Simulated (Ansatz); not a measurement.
# Ba8Zn3O11: the cost of one run

Method: DFT PBE, scalar-relativistic, plane waves, PAW, in Ansatz 0.2.0.

**1. The starting structure**

The cell holds 22 atoms (Ba8O11Zn3): a = 7.537 Å, b = 7.670 Å, c = 7.304 Å, α = 94.70°, β = 87.83°, γ = 90.66°.

It is the last frame of an earlier stage of the same melt, run at 2450 K.

The coordinates stand in the first input below.

**2. Langevin stage at 1360 K**

One k point, a Fermi-Dirac width of 0.117 eV and a fixed cell.

input.yaml reads:

```yaml
crystal:
  lattice:
    - [7.535096, -0.041092, 0.139904]
    - [-0.041092, 7.66396, -0.306719]
    - [0.139904, -0.306719, 7.296715]
  atoms:
    - { symbol: Ba, position: [0.3190160639, 0.1131501947, 0.7004680084] }
    - { symbol: Ba, position: [0.6540619391, 0.5958962872, 0.6293115181] }
    - { symbol: Ba, position: [0.8258768238, 0.1254224849, 0.4749586207] }
    - { symbol: Ba, position: [0.4137285337, 0.6622084052, 0.0048508851] }
    - { symbol: Ba, position: [0.9519464533, 0.8351623153, 0.1918300988] }
    - { symbol: Ba, position: [0.6853039462, 0.0185523051, 0.916826222] }
    - { symbol: Ba, position: [0.9967943229, 0.341952239, 0.9652060236] }
    - { symbol: Ba, position: [0.3419335474, 0.0594748795, 0.2553244972] }
    - { symbol: O, position: [0.5823341124, 0.9231061873, 0.58060078] }
    - { symbol: O, position: [0.8417946325, 0.698787638, 0.8103986383] }
    - { symbol: O, position: [0.161015016, 0.8617379103, 0.4732920707] }
    - { symbol: O, position: [0.2233737204, 0.420094343, 0.1382791835] }
    - { symbol: O, position: [0.8304061573, 0.5852784375, 0.2358702769] }
    - { symbol: O, position: [0.2459101247, 0.5408606319, 0.687171583] }
    - { symbol: O, position: [0.2335883104, 0.9285028363, 0.9481917756] }
    - { symbol: O, position: [0.5355405378, 0.3091875507, 0.4311370688] }
    - { symbol: O, position: [0.6126800849, 0.3237000911, 0.8965883035] }
    - { symbol: O, position: [0.86307001, 0.1555829015, 0.1934304494] }
    - { symbol: O, position: [0.5815212121, 0.8906163549, 0.1812132967] }
    - { symbol: Zn, position: [0.0904797383, 0.7470845558, 0.7031362003] }
    - { symbol: Zn, position: [0.7081912488, 0.3604420142, 0.2197087906] }
    - { symbol: Zn, position: [0.3084061842, 0.4938699265, 0.4327469706] }
  symmetry: { detect: false }
basis:
  ecutwfc: 420
  xc_grid: 1
kpoints:
  mp_grid: { grid: [1, 1, 1], shift: [0.0, 0.0, 0.0] }
hamiltonian:
  xc: pbe
scf:
  occupations: { method: fermi_dirac, width: 0.1172 }
  lower_state_search: "off"
  convergence: { dr2_threshold: 1.0e-05 }
output:
  forces: true
  stress: true
md:
  timestep: 2.0
  n_steps: 132
  ensemble: nvt_langevin
  friction: 0.03
  temperature: 1360.0
  initial_velocities: maxwell_boltzmann
  seed: 6848
```

On the command line:

```sh
$ ansatz run input.yaml --threads 2 --pin off --max-ram 5120MiB --backend cpu --events-out ev --progress --plain --runs-dir out
```

Q: Estimate wall time and peak memory on 2 threads of Arm Neoverse V1, shared host.

About 4.1 min, with a peak of 0.53 GiB.
